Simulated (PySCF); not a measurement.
# Br2Cl2Si: the cost of one run

Computed with PySCF 2.14.0, with density-fitted response routines of our own, on a single molecule in the gas phase. Atoms are numbered from 0 throughout.

**1. Starting geometry**

5 atoms, charge 0, multiplicity 1; geometry from: GFN2-xTB. The atoms were then displaced at random by about 0.03 Å, so the start is not that level's minimum.

Bonds of the start (Å): Cl0–Si1 1.98, Si1–Cl2 1.97, Si1–Br3 2.13, Si1–Br4 2.20.

**2. Relaxing the molecule at PBE0-D3(BJ)/def2-SVP**

Job settings and geometry (Å):

```
{"job": {"xc": "PBE0", "basis": "def2-SVP", "d3": "d3bj", "grid": 1, "shake": 0.03, "kind": "geom"}, "charge": 0, "multiplicity": 1}
Cl    -0.935110    -0.014760     1.808330
Si     0.013770    -0.051850     0.065430
Cl     1.682440    -1.079550     0.238800
Br    -1.110920    -0.930370    -1.516190
Br     0.441910     1.971750    -0.692860
```

On the command line:

```console
> OMP_NUM_THREADS=1 python probes_run.py task.json out
```

The driver reads the jobs from task.json and runs them one after another.

Q: Estimate the wall time and peak memory of this first job on 1 thread of Arm Neoverse V1, shared host.

About 68 s, with a peak of 0.49 GiB.
